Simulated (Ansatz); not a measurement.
# AlZn: the cost of one run

Program: Ansatz 0.2.0. Level of theory: the levels named in each step. These are calculated values, not measurements.

### Step 1. The starting structure

Bond lengths: Al1–Zn2 2.528 Å.

As a file:

```xyz
2

Al    0.0000    0.0000    0.0000
Zn    0.0000    0.0000    2.5278
```

### Step 2. A rough first relaxation, PBE-D4/def2-SVP

This run stands in another session on the same molecule. It ended at:

```xyz
2

Al    0.0000    0.0000   -0.0688
Zn    0.0000    0.0000    2.5967
```

### Step 3. Relaxation, PBE0-D4/def2-TZVPP

This run stands in another session on the same molecule. It ended at:

```xyz
2

Al    0.0000    0.0000   -0.0971
Zn    0.0000    0.0000    2.6249
```

### Step 4. Frequencies, PBE0-D4/def2-TZVPP

The input, input.yaml:

```yaml
crystal:
  periodic: [false, false, false]
  atoms:
    - { symbol: Al, position_ang: [0.0, 0.0, -0.09708682] }
    - { symbol: Zn, position_ang: [0.0, 0.0, 2.62493682] }
magnetization:
  spin_polarized: true
  initial_magnetization: 1
basis:
  gaussian: { orbitals: def2-TZVPP }
hamiltonian:
  xc: pbe0
  dispersion: d4
phonons: {}
```

Launch:

```console
$ ansatz run input.yaml --threads 2 --pin off --max-ram 5120MiB --backend cpu --events-out ev --progress --plain --runs-dir out
```

Q: Estimate wall time and peak memory on 2 threads of Intel Xeon at 2.50GHz (Skylake/Cascade Lake), shared host.

About 47 s, with a peak of 0.27 GiB.
